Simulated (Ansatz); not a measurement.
# C₃H₇BFN: a ladder of functionals and wavefunction methods

Aim: compute C₃H₇BFN with functionals from several rungs and with coupled cluster. The yardstick is the atomisation energy at the CCSD(T) limit.

Program: Ansatz 0.2.0, Gaussian basis. Level of theory: functionals in def2-TZVPP, the program's frozen cores in correlated methods. These are calculated values, not measurements.

Levels to be run: LDA (SPW92), PBE-D4, revPBE-D4, BLYP-D4, r2SCAN-D4, B97M-V, PBE0-D4, B3LYP-D4, r2SCANh-D4, r2SCAN0-D4, HSE06-D4, BHLYP-D4, CAM-B3LYP-D4, LC-ωPBE, ωB97X-V, ωB97M-V, B2PLYP, PBE-QIDH; CCSD(T)/def2-SVP; CCSD(T)/def2-TZVPP; MP2/def2-QZVPP; extrapolation to the limit; RPA on PBE.

**1. Structure used throughout**

An earlier PBE0-D4 in a triple-zeta def2 set relaxation fixed the geometry.

SMILES `BC(CF)N=C`, 13 atoms, charge 0, spin multiplicity 1.

Atoms are counted from 1 here; the program's logs count them from 0.

Bond lengths: B1–C2 1.568 Å, B1–H7 1.196 Å, B1–H8 1.193 Å, C2–C3 1.517 Å, C2–N5 1.440 Å, C2–H9 1.115 Å, C3–F4 1.386 Å, C3–H10 1.093 Å, C3–H11 1.093 Å, N5–C6 1.257 Å, C6–H12 1.100 Å, C6–H13 1.089 Å. Angles: C2–B1–H7 117.7°, C2–B1–H8 121.7°, H7–B1–H8 120.4°, B1–C2–C3 109.9°, B1–C2–N5 114.7°, B1–C2–H9 102.6°, C3–C2–N5 111.1°, C3–C2–H9 106.1°, N5–C2–H9 111.7°, C2–C3–F4 110.3°, C2–C3–H10 111.3°, C2–C3–H11 110.1°, F4–C3–H10 107.4°, F4–C3–H11 107.7°, H10–C3–H11 109.9°, C2–N5–C6 118.7°, N5–C6–H12 123.3°, N5–C6–H13 119.4° and more.

**2. LDA**

This LDA is Slater exchange with PW92 correlation.

Input file in.yaml:

```yaml
crystal:
  periodic: [false, false, false]
  atoms:
    - {symbol: B, position_ang: [-1.643527, 0.064795, 0.087902]}
    - {symbol: C, position_ang: [-0.098350, -0.184772, -0.004187]}
    - {symbol: C, position_ang: [0.386254, -0.891048, 1.247675]}
    - {symbol: F, position_ang: [-0.099496, -0.252285, 2.377952]}
    - {symbol: N, position_ang: [0.686187, 0.992443, -0.272359]}
    - {symbol: C, position_ang: [1.124188, 1.174592, -1.436470]}
    - {symbol: H, position_ang: [-2.338808, -0.859405, 0.392117]}
    - {symbol: H, position_ang: [-2.127985, 1.115194, -0.202636]}
    - {symbol: H, position_ang: [-0.020357, -0.929740, -0.830284]}
    - {symbol: H, position_ang: [1.477363, -0.883531, 1.310749]}
    - {symbol: H, position_ang: [0.018955, -1.920767, 1.264602]}
    - {symbol: H, position_ang: [0.950219, 0.471172, -2.264568]}
    - {symbol: H, position_ang: [1.705956, 2.068750, -1.655794]}
basis:
  gaussian: {orbitals: def2-TZVPP}
hamiltonian: {xc: lda}
output: {orbitals: {seedname: orbitals}}
```

Further steps of the session: PBE-D4 (GGA); revPBE-D4 (GGA); BLYP-D4 (GGA); r2SCAN-D4 (meta-GGA); B97M-V (meta-GGA); PBE0-D4 (hybrid); B3LYP-D4 (hybrid); r2SCANh-D4 (hybrid); r2SCAN0-D4 (hybrid); HSE06-D4 (hybrid); BHLYP-D4 (hybrid); CAM-B3LYP-D4 (range-separated); LC-ωPBE (range-separated); ωB97X-V (range-separated); ωB97M-V (range-separated); B2PLYP (double hybrid); PBE-QIDH (double hybrid); CCSD(T) in def2-SVP; CCSD(T) in def2-TZVPP; MP2 in def2-QZVPP; RPA on PBE orbitals.

Before running them: what should the planned runs give, taken together? Wanted: atomisation energy, CCSD(T)/CBS; farthest beyond LDA; mean size of error, GGA; mean size of error, meta-GGA; mean size of error, hybrid; mean size of error, range-separated; mean size of error, double hybrid; gap, smallest and largest; T1 diagnostic.

The runs gave:

| quantity | value |
| --- | --- |
| atomisation energy, CCSD(T)/CBS | 5015.0 kJ/mol |
| functionals within 25.1 kJ/mol (0.5 %) | B97M-V, r2SCANh-D4, LC-ωPBE, B2PLYP, PBE-QIDH |
| farthest beyond LDA | PBE-D4 (+164.3 kJ/mol) |
| mean size of error, GGA | 80.2 kJ/mol |
| mean size of error, meta-GGA | 25.7 kJ/mol |
| mean size of error, hybrid | 56.8 kJ/mol |
| mean size of error, range-separated | 38.0 kJ/mol |
| mean size of error, double hybrid | 14.3 kJ/mol |
| gap, smallest and largest | 3.19 eV (LDA (SPW92)), 11.12 eV (LC-ωPBE) |
| T1 diagnostic | 0.0116 |
| triples share of the correlation energy | 3.8 % |

What this shows: The LDA atomisation energy is off by 793.6 kJ/mol (16 %): it overbinds. PBE-D4 is off by +164.3 kJ/mol. Double hybrids carry the basis error of their MP2 part in triple zeta, and no dispersion term here, so their miss is partly the set-up's. Taken by rung, double hybrid functionals do best (14.3 kJ/mol on average) and GGA ones worst beyond LDA (80.2 kJ/mol). The gap between the best rungs is small, so their order is not settled. Misses under about 25.1 kJ/mol are within the doubt on the reference itself, which lacks core-valence correlation, relativity and higher excitations. Hartree-Fock recovers 73 % of the binding; the rest is correlation. CCSD(T) in def2-SVP is off by -217.2 kJ/mol, more than most functionals: a good method in a small basis is no reference. The gap grows from 3.2 to 11.1 eV across the functionals, mostly with the share of exact exchange.
